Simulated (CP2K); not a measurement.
## Ga3Se under changes of volume

One of the cells (21.771 Å³/atom); the others are scaled copies at fixed shape and fractional positions:

```
Se Ga
1.0
     4.43246    0.00000    0.00000
     0.00000    4.43246    0.00000
     0.00000    0.00000    4.43246
Se Ga
1 3
Cartesian
  0.0000 0.0000 0.0000
  2.2162 2.2162 0.0000
  2.2162 0.0000 2.2162
  0.0000 2.2162 2.2162
```

The cell comes from a database or a generator and needn't be the stable form of this composition.

| Quantity | Value |
| --- | --- |
| Program | CP2K 2026.2 |
| Functional | PBEsol |
| Potentials or basis | POTENTIAL_UZH Se GTH-PBE-q6, Ga GTH-PBE-q13; TZVP-MOLOPT-PBE-GTH basis |
| Density cutoff | 6123 eV |
| k mesh | 6 × 6 × 6 |
| Occupations | fermi-dirac, width 0.05 eV |
| Spin | no spin polarisation |

```tsv
volume (Å³/atom)	energy over the lowest point (meV/atom)	pressure (GPa)
20.465	0.00	-0.6
20.900	2.80	-1.5
21.335	7.97	-2.3
21.771	15.21	-3.0
22.206	24.22	-3.6
22.642	34.73	-4.1
23.077	?	?
```

What does the run at 23.077 Å³/atom give?

Energy over the lowest point 46.48 meV/atom; pressure -4.5 GPa.

Worked out: A Birch-Murnaghan fit of order 3 (a polynomial in V^(-2/3)) to the other rows has its minimum at 20.24 Å³/atom, just outside them, with B0 = V·E''(V) = 51 GPa and B' = 5.9. It gives 46.52 meV/atom at 23.077 Å³/atom, against the run's 46.48, and -dE/dV = -4.6 GPa, against -4.5.

Energies are extrapolated to zero smearing.

Caveats: the potentials were made for another functional, which shifts forces and pressure; the basis of atomic orbitals isn't converged, which shifts pressures, moduli and gaps.
